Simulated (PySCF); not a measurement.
# [Dy(H2O)4]2+: other functionals and bases at one geometry

Aim: see how levels, charges and forces of [Dy(H2O)4]2+ depend on the level of theory. The species was built from a template and needn't be a known compound.

Computed with PySCF 2.14.0. Level: several levels, as the steps say, no spin–orbit coupling.

1 further run of the same task is left out (for a known fault of the program).

## Step 1: Starting geometry

13 atoms, charge 2, spin multiplicity 1.

Bond lengths: Dy1–O2 2.469 Å, Dy1–O5 2.469 Å, Dy1–O8 2.469 Å, Dy1–O11 2.469 Å, O2–H3 0.971 Å, O2–H4 0.971 Å, O5–H6 0.971 Å, O5–H7 0.971 Å, O8–H9 0.971 Å, O8–H10 0.971 Å, O11–H12 0.971 Å, O11–H13 0.971 Å. Angles: O2–Dy1–O5 111.1°, O2–Dy1–O8 106.3°, O2–Dy1–O11 111.1°, O5–Dy1–O8 111.1°, O5–Dy1–O11 106.3°, O8–Dy1–O11 111.1°, Dy1–O2–H3 127.9°, Dy1–O2–H4 128.2°, H3–O2–H4 103.9°, Dy1–O5–H6 128.2°, Dy1–O5–H7 127.9°, H6–O5–H7 103.9°, Dy1–O8–H9 128.2°, Dy1–O8–H10 127.9°, H9–O8–H10 103.9°, Dy1–O11–H12 127.9°, Dy1–O11–H13 128.2°, H12–O11–H13 103.9°.

Coordinates:

```xyz
13

Dy    0.0000    0.0000    0.0000
O     1.4802    1.3651    1.4293
H     1.3959    1.5382    2.3814
H     2.2848    1.8462    1.1750
O    -1.4802   -1.4293    1.3650
H    -2.2847   -1.1750    1.8462
H    -1.3959   -2.3814    1.5382
O     1.4802   -1.3651   -1.4293
H     2.2848   -1.8462   -1.1750
H     1.3959   -1.5382   -2.3814
O    -1.4802    1.4293   -1.3650
H    -1.3959    2.3814   -1.5382
H    -2.2847    1.1750   -1.8462
```

Formal oxidation states: Dy +2. Each metal's 10 4f electrons lie in its core potential, so multiplicities, spins and levels count the valence alone. An earlier session relaxed this geometry at PBE0, Dy lcecp-0-SVP with ECP56, O def2-SVP, H def2-SVP (singlet, point group S4).

At PBE0 on the finer grid: E = -335.689504 Eh, frontier levels not given, since the 4f levels lie in the core, Mulliken charge on Dy1 +1.24 e, largest force component 0.006 eV/Å. 

Levels to run: wB97X; revPBE; PBE0, TZVP. Hardware: 2 threads of Arm Neoverse V2, shared host.

## Step 2: wB97X

run.py (the lines that set the calculation) reads:

```python
mol = gto.M(atom='''
Dy    -0.00001     0.00000     0.00000
O      1.48018     1.36505     1.42933
H      1.39585     1.53824     2.38137
H      2.28476     1.84617     1.17500
O     -1.48021    -1.42933     1.36504
H     -2.28471    -1.17503     1.84622
H     -1.39587    -2.38137     1.53823
O      1.48018    -1.36505    -1.42933
H      2.28476    -1.84617    -1.17500
H      1.39585    -1.53824    -2.38137
O     -1.48021     1.42933    -1.36504
H     -1.39587     2.38137    -1.53823
H     -2.28471     1.17503    -1.84622''',
    basis={'Dy': 'lcecp-0-SVP', 'O': 'def2-SVP', 'H': 'def2-SVP'},
    ecp={'Dy': 'lcecp-0-SVP'},
    charge=2, spin=0)
mf = dft.RKS(mol, xc='WB97X')
mf.grids.atom_grid = (75, 302)  # f atoms: unpruned, at least (60, 302)
mf = mf.density_fit()  # fitting sets: Dy AutoAux, O def2-universal-JKFIT, H def2-universal-JKFIT
mf.conv_tol = 1e-08; mf.max_cycle = 55
mf.kernel(dm0)  # dm0: the density of the relaxed state
```

The run is started by

```bash
$ OMP_NUM_THREADS=2 python run.py
```

## Step 3: revPBE

run.py (the lines that set the calculation), as its differences from that of step 2:

```diff
@@ -17,3 +17,3 @@
     charge=2, spin=0)
-mf = dft.RKS(mol, xc='WB97X')
+mf = dft.RKS(mol, xc='PBE_R,PBE')
 mf.grids.atom_grid = (75, 302)  # f atoms: unpruned, at least (60, 302)
```

## Step 4: PBE0, TZVP

Basis: Dy lcecp-0-TZVP with ECP56, O def2-TZVP, H def2-TZVP. 

run.py (the lines that set the calculation), as its differences from that of step 3:

```diff
@@ -14,6 +14,6 @@
 H     -2.28471     1.17503    -1.84622''',
-    basis={'Dy': 'lcecp-0-SVP', 'O': 'def2-SVP', 'H': 'def2-SVP'},
-    ecp={'Dy': 'lcecp-0-SVP'},
+    basis={'Dy': 'lcecp-0-TZVP', 'O': 'def2-TZVP', 'H': 'def2-TZVP'},
+    ecp={'Dy': 'lcecp-0-TZVP'},
     charge=2, spin=0)
-mf = dft.RKS(mol, xc='PBE_R,PBE')
+mf = dft.RKS(mol, xc='PBE0')
 mf.grids.atom_grid = (75, 302)  # f atoms: unpruned, at least (60, 302)
@@ -21,2 +21,2 @@
 mf.conv_tol = 1e-08; mf.max_cycle = 55
-mf.kernel(dm0)  # dm0: the density of the relaxed state
+mf.kernel(dm0)  # dm0: free metal ions and neutral atoms
```

Q: Predict the outcome of this session. Wanted: for each run, charge on Dy1; dipole; largest force.

As calculated:

| level | state | charge on Dy1 (e) | dipole (D) | largest force (eV/Å) | basis functions | time |
| --- | --- | --- | --- | --- | --- | --- |
| PBE0 (relaxed here) | singlet | 1.24 | 0.00 | 0.01 | 127 | 30 s |
| wB97X | singlet | 1.25 | 0.00 | 0.02 | 127 | 10 s |
| revPBE | singlet | 1.14 | 0.00 | 0.50 | 127 | 7.4 s |
| PBE0, TZVP | singlet | 1.62 | 0.00 | 0.21 | 219 | 29 s |

Times are on 2 threads of Arm Neoverse V2, shared host; the first row also made further properties. The dipole of a charged species depends on the origin, so these sizes hold for this origin alone.

The largest leftover force, 0.50 eV/Å with revPBE, stands at a geometry relaxed at another level. The Mulliken charge on Dy spans +1.14 to +1.62 e over the levels. With 4f in the core, its levels are missing from HOMO and gap. Total energies of different levels can't be compared. Spin–orbit coupling is left out throughout.
